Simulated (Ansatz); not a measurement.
**C₄H₃F₅: one species, many methods**

One table from this session's results is given with a row withheld; the runs are named, their logs left out.

Program: Ansatz 0.2.0, Gaussian basis. Level of theory: functionals in def2-TZVPP, the program's frozen cores in correlated methods. These are calculated values, not measurements.

Levels to be run: LDA (SPW92), PBE-D4, revPBE-D4, BLYP-D4, r2SCAN-D4, B97M-V, PBE0-D4, B3LYP-D4, r2SCANh-D4, r2SCAN0-D4, HSE06-D4, BHLYP-D4, CAM-B3LYP-D4, LC-ωPBE, ωB97X-V, ωB97M-V, B2PLYP, PBE-QIDH; CCSD(T)/def2-SVP; CCSD(T)/def2-TZVPP; MP2/def2-QZVPP; extrapolation to the limit; RPA on PBE.

### The relaxed structure

All runs share one geometry, relaxed beforehand with PBE0-D4 in a triple-zeta def2 set.

SMILES `FC1CC(F)(F)C1(F)F`, 12 atoms, charge 0, spin multiplicity 1.

Atoms are counted from 1 here; the program's logs count them from 0.

Bond lengths: F1–C2 1.357 Å, C2–C3 1.539 Å, C2–C7 1.542 Å, C2–H10 1.092 Å, C3–C4 1.527 Å, C3–H11 1.091 Å, C3–H12 1.087 Å, C4–F5 1.348 Å, C4–F6 1.336 Å, C4–C7 1.554 Å, C7–F8 1.340 Å, C7–F9 1.335 Å. Angles: F1–C2–C3 116.5°, F1–C2–C7 116.0°, F1–C2–H10 109.7°, C3–C2–C7 89.1°, C3–C2–H10 113.5°, C7–C2–H10 110.8°, C2–C3–C4 88.7°, C2–C3–H11 110.3°, C2–C3–H12 118.1°, C4–C3–H11 110.1°, C4–C3–H12 116.6°, H11–C3–H12 111.2°, C3–C4–F5 112.8°, C3–C4–F6 117.8°, C3–C4–C7 89.0°, F5–C4–F6 108.4°, F5–C4–C7 111.1°, F6–C4–C7 116.8° and more.

The first run:

in.yaml

```yaml
crystal:
  periodic: [false, false, false]
  atoms:
    - {symbol: F, position_ang: [1.756618, -1.327262, 0.517148]}
    - {symbol: C, position_ang: [1.068150, -0.246685, 0.071547]}
    - {symbol: C, position_ang: [-0.017938, -0.512174, -0.985677]}
    - {symbol: C, position_ang: [-0.940429, 0.440511, -0.228051]}
    - {symbol: F, position_ang: [-0.906068, 1.697482, -0.714361]}
    - {symbol: F, position_ang: [-2.218216, 0.081290, -0.078430]}
    - {symbol: C, position_ang: [-0.021434, 0.298245, 1.017041]}
    - {symbol: F, position_ang: [-0.478413, -0.641743, 1.854936]}
    - {symbol: F, position_ang: [0.251716, 1.404814, 1.711967]}
    - {symbol: H, position_ang: [1.767479, 0.543588, -0.211113]}
    - {symbol: H, position_ang: [-0.385571, -1.535747, -0.901577]}
    - {symbol: H, position_ang: [0.201207, -0.257520, -2.019526]}
basis:
  gaussian: {orbitals: def2-TZVPP}
hamiltonian: {xc: lda}
output: {orbitals: {seedname: orbitals}}
```

On the command line:

```sh
ansatz run in.yaml --threads 2 --pin off --events-out ev --progress --plain --max-ram 32768MiB --backend cuda --devices 0, --max-vram 18GiB
```

Among the steps run: LDA; PBE-D4 (GGA); revPBE-D4 (GGA); BLYP-D4 (GGA); r2SCAN-D4 (meta-GGA); B97M-V (meta-GGA); B3LYP-D4 (hybrid); r2SCANh-D4 (hybrid); r2SCAN0-D4 (hybrid); HSE06-D4 (hybrid); BHLYP-D4 (hybrid); CAM-B3LYP-D4 (range-separated); LC-ωPBE (range-separated); ωB97X-V (range-separated); ωB97M-V (range-separated); B2PLYP (double hybrid); PBE-QIDH (double hybrid).

One table of the session follows, with a row left open; its other results are not shown here.

It belongs to the step «Orbital energies across the functionals». 

| functional | HOMO (eV) | gap (eV) |
| --- | --- | --- |
| LDA (SPW92) | -7.79 | 6.69 |
| PBE-D4 | -7.56 | 6.78 |
| revPBE-D4 | -7.46 | 6.81 |
| BLYP-D4 | -7.53 | 6.88 |
| r2SCAN-D4 | -7.92 | 7.51 |
| B97M-V | -8.08 | 7.66 |
| PBE0-D4 | ? | ? |
| B3LYP-D4 | -9.07 | 9.10 |
| r2SCANh-D4 | -8.56 | 8.53 |
| r2SCAN0-D4 | -9.52 | 10.05 |
| HSE06-D4 | -8.86 | 8.78 |
| BHLYP-D4 | -10.98 | 12.33 |
| CAM-B3LYP-D4 | -10.81 | 12.20 |
| LC-ωPBE | -12.06 | 14.71 |
| ωB97X-V | -11.72 | 14.27 |
| ωB97M-V | -11.63 | 13.91 |

Estimate the missing values for PBE0-D4.

The run gave: HOMO (eV): -9.27; gap (eV): 9.57. In the column «HOMO (eV)» it lies between r2SCAN0-D4 (-9.52) and B3LYP-D4 (-9.07).
